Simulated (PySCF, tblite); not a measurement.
# C6H12GeO: geometry, infrared bands and NMR shifts

Aim: predict the infrared bands and NMR shifts of C6H12GeO (`C=C(C)C(=C)O[CH2][GeH3]`).

Programs: tblite 0.8.0 and PySCF 2.14.0, with density-fitted response routines of our own. Each step states its level of theory. These are calculated values for one molecule in the gas phase, unless marked as measured. Atoms are numbered from 0 throughout.

### 1 The molecule as given

20 atoms, charge 0, multiplicity 1; geometry from: force field or distance geometry start.

Bonds of the start (Å): C0–C1 1.34, C1–C2 1.48, C1–C3 1.47, C3–C4 1.33, C3–O5 1.38, O5–C6 1.41, C6–Ge7 1.96, C0–H8 1.10, C0–H9 1.09, C2–H10 1.09, C2–H11 1.11, C2–H12 1.12, C4–H13 1.09, C4–H14 1.09, C6–H15 1.13, C6–H16 1.09, Ge7–H17 1.55, Ge7–H18 1.56, Ge7–H19 1.54.

### 2 Geometry optimisation with GFN2-xTB

The job: settings as JSON, then the geometry in Å.

```
{"job": {"kind": "relax", "xc": "GFN2-xTB", "basis": "xTB"}, "charge": 0, "multiplicity": 1}
C     -0.873600     0.796600     1.919200
C     -1.403700     0.124000     0.893000
C     -2.811500    -0.318700     1.056800
C     -0.618600    -0.182200    -0.314200
C     -1.145200    -0.874600    -1.315100
O      0.686000     0.273500    -0.316200
C      1.735200    -0.329500    -1.046900
Ge     3.355900     0.722300    -0.694800
H     -1.457500     1.025400     2.817700
H      0.159100     1.132900     1.844500
H     -3.299300     0.198300     1.887800
H     -2.858100    -1.430800     1.112400
H     -3.320100    -0.027800     0.098500
H     -0.569400    -1.102200    -2.213400
H     -2.187500    -1.187800    -1.221800
H      1.883600    -1.388800    -0.678300
H      1.484800    -0.339500    -2.104300
H      2.925800     2.206000    -0.803700
H      3.809000     0.334700     0.743600
H      4.499900     0.378800    -1.668000
```

Run with:

```bash
> OMP_NUM_THREADS=1 python probes_run.py task.json out
```

This one command runs all jobs of the session in turn.

**Question.** This job is followed by: GFN2-xTB harmonic vibrations, gas phase; GIAO PBE0/pcSseg-1 NMR shielding, non-relativistic, gas phase. Predict these results of the whole session: strongest single infrared mode (GFN2-xTB); zero-point energy (GFN2-xTB); ¹³C shifts against TMS (PBE0/pcSseg-1); ¹H shifts against TMS (PBE0/pcSseg-1, means over atoms taken as alike); ¹⁷O shifts against H2O (PBE0/pcSseg-1); ⁷³Ge shifts against GeMe4 (PBE0/pcSseg-1).

As calculated:

```
                                                              quantity                                         value
                             strongest single infrared mode (GFN2-xTB)                         2110 cm⁻¹, 433 km/mol
                                          zero-point energy (GFN2-xTB)                                 96.9 kcal/mol
                                ¹³C shifts against TMS (PBE0/pcSseg-1)     169.8, 144.8, 121.5, 85.6, 56.2, 22.6 ppm
¹H shifts against TMS (PBE0/pcSseg-1, means over atoms taken as alike)  5.98, 5.37, 4.37, 4.24, 3.87, 3.72, 1.97 ppm
                                ¹⁷O shifts against H2O (PBE0/pcSseg-1)                                     113.9 ppm
                             ⁷³Ge shifts against GeMe4 (PBE0/pcSseg-1)                                      -237 ppm
```

**Reading.** Over 86 steps the energy fell by 0.453 eV; of the close pairs, Ge7–H18 changed most, 1.557 to 1.490 Å. No mode is imaginary among the 54: a minimum at this level. The strongest single mode, at 2110 cm⁻¹, moves mainly H18 and H17. Unscaled tight-binding wavenumbers are off by several per cent, some by more. Its intensities can rank the bands wrongly. At PBE0/pcSseg-1: The widest tensor belongs to C1: span 226 ppm, with a paramagnetic part of -223 ppm. Spin-orbit coupling is left out, which matters for shieldings and couplings at and beside the heavy atoms.
